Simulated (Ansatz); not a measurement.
# F3HOTi: the cost of one run

Computed with Ansatz 0.2.0, Gaussian basis. Level: PBE0-D4/def2-TZVP structures, single points in def2-TZVPP, no counterpoise correction.

Levels: SPW92, PBE-D4, BLYP-D4, r2SCAN-D4, B97M-V, PBE0-D4, B3LYP-D4, r2SCAN0-D4, BHLYP-D4, CAM-B3LYP-D4, wB97X-V, wB97M-V, B2PLYP, PBE-QIDH, RPA on PBE, Hartree-Fock, MP2, CCSD, CCSD(T).

Cores are frozen in the correlated methods. B3LYP uses VWN-RPA correlation. B2PLYP carries no dispersion term here.

94 further runs of the same task are left out: 94 set aside as unsound or not needed. Runs told in other sessions of the task aren't counted.

## Step 1: Where the work starts

The complex: 8 atoms, charge 0, spin multiplicity 1.

Atoms are counted from 1 here; the program's logs count them from 0.

Bond lengths: Ti1–F3 1.747 Å, Ti1–F4 1.747 Å, Ti1–F5 1.744 Å, Ti1–O7 1.822 Å, F2–H6 0.937 Å, O7–H8 0.960 Å. Angles: F3–Ti1–F4 114.6°, F3–Ti1–F5 104.4°, F3–Ti1–O7 114.9°, F4–Ti1–F5 104.4°, F4–Ti1–O7 114.9°, F5–Ti1–O7 101.3°, Ti1–O7–H8 127.1°.

Coordinates:

```
Ti   -0.47225    0.06724   -0.55412
F     0.46751   -1.62183    0.99130
F     0.20620   -1.02829   -1.73380
F    -1.95972   -0.48351    0.17816
F    -0.93728    1.47002   -1.48081
H     0.95276   -0.89713    1.33470
O     0.73337    0.78786    0.60651
H     1.00940    1.70553    0.65806
```

Its parts: F₃HOTi holds atoms 1, 3, 4, 5, 7, 8; HF holds atoms 2, 6. Each part counts its atoms afresh in its own runs.

## Step 2: Relaxing F₃HOTi alone

Input file relax-a/in.yaml:

```yaml
crystal:
  periodic: [false, false, false]
  atoms:
    - {symbol: Ti, position_ang: [-0.472247, 0.067243, -0.554122]}
    - {symbol: F, position_ang: [0.206197, -1.028287, -1.733803]}
    - {symbol: F, position_ang: [-1.959716, -0.483511, 0.178161]}
    - {symbol: F, position_ang: [-0.937276, 1.470022, -1.480808]}
    - {symbol: O, position_ang: [0.733373, 0.787858, 0.606510]}
    - {symbol: H, position_ang: [1.009400, 1.705526, 0.658060]}
basis:
  gaussian: {orbitals: def2-TZVP}
hamiltonian: {xc: pbe0, dispersion: d4}
relax: {f_tol: 0.005, max_steps: 200}
```

Started as:

```
ansatz run in.yaml --threads 8 --pin off --events-out ev --progress --plain --max-ram 19148MiB
```

**Question.** How long does this run take on 8 threads of Arm Neoverse V2, shared host?

About 12 s.
